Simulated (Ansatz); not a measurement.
# Ti: energy and pressure over a range of volumes

One table from this session's results is given with a row withheld; the runs are named, their logs left out.

Program: Ansatz 0.2.0. Level of theory: DFT PBEsol, scalar-relativistic. These are calculated values, not measurements.

### Starting point

It takes space group P6_3/mmc (No. 194, hexagonal). The conventional cell has a = 2.950 Å, b = 2.950 Å, c = 4.686 Å, α = 90.00°, β = 90.00°, γ = 120.00°. Around Ti (site symmetry -6m2) lie 12 Ti at 2.90 to 2.95 Å.

Structure file:

```
Ti
1.0
     2.95000    0.00000    0.00000
    -1.47500    2.55477    0.00000
     0.00000    0.00000    4.68600
Ti
2
Direct
  0.33333 0.66667 0.25000
  0.66667 0.33333 0.75000
```

Atoms are numbered in the order of the input: Ti1, Ti2.

The first run:

File input.yaml:

```yaml
crystal:
  lattice:
    - [2.910128137, 0.0, 0.0]
    - [-1.4550640685, 2.5202448949, 0.0]
    - [0.0, 0.0, 4.6226679121]
  atoms:
    - { symbol: Ti, position: [0.3333333333, 0.6666666667, 0.25] }
    - { symbol: Ti, position: [0.6666666667, 0.3333333333, 0.75] }
kpoints:
  mp_grid: { grid: [14, 14, 8] }
  band_path:
    path:
      - [0.0, 0.0, 0.0]
      - [0.5, 0.0, 0.0]
      - [0.3333333333, 0.3333333333, 0.0]
      - [0.0, 0.0, 0.0]
      - [0.0, 0.0, 0.5]
      - [0.5, 0.0, 0.5]
      - [0.3333333333, 0.3333333333, 0.5]
      - [0.0, 0.0, 0.5]
      - [0.5, 0.0, 0.5]
    npoints: 5
scf:
  occupations: { method: fermi_dirac, width: 0.05 }
hamiltonian:
  xc: pbesol
  pseudopotentials: { kind: all_electron, lapw: { basis_error: 0.00025 } }
output:
  forces: true
  stress: true
  eigenvalues: true
```

Started as:

```console
> ansatz run input.yaml --threads 1 --pin off --max-ram 3072MiB --backend cpu --events-out ev --progress --plain --runs-dir out
```

Among the steps run: Volume × 0.96, LAPW; Volume × 0.96, PAW; Volume × 0.96, crystal datasets; Volume × 0.99, LAPW; Volume × 0.99, PAW; Volume × 0.99, crystal datasets; Volume × 1.02, LAPW; Volume × 1.02, PAW; Volume × 1.02, crystal datasets; Volume × 1.06, LAPW; Volume × 1.06, PAW; Volume × 1.06, crystal datasets.

One of the session's tables, all rows but one given; the rest of the session is left out.

```
          method  volume (Å³/atom)  pressure (GPa)
            LAPW            16.952           -1.56
            LAPW            17.482           -4.88
            LAPW            18.011           -7.75
            LAPW            18.718          -10.98
             PAW            16.952           -1.55
             PAW            17.482               ?
             PAW            18.011           -7.74
             PAW            18.718          -10.97
crystal datasets            16.952           -1.56
crystal datasets            17.482           -4.88
crystal datasets            18.011           -7.75
crystal datasets            18.718          -10.98
```

Estimate the missing values for PAW, 17.482.

As computed: pressure (GPa): -4.87. In the column «pressure (GPa)» it lies between crystal datasets, 17.482 (-4.88) and LAPW, 16.952 (-1.56).

Caveats from the session: Warnings in the runs' records: crystal datasets made, printed levels off.
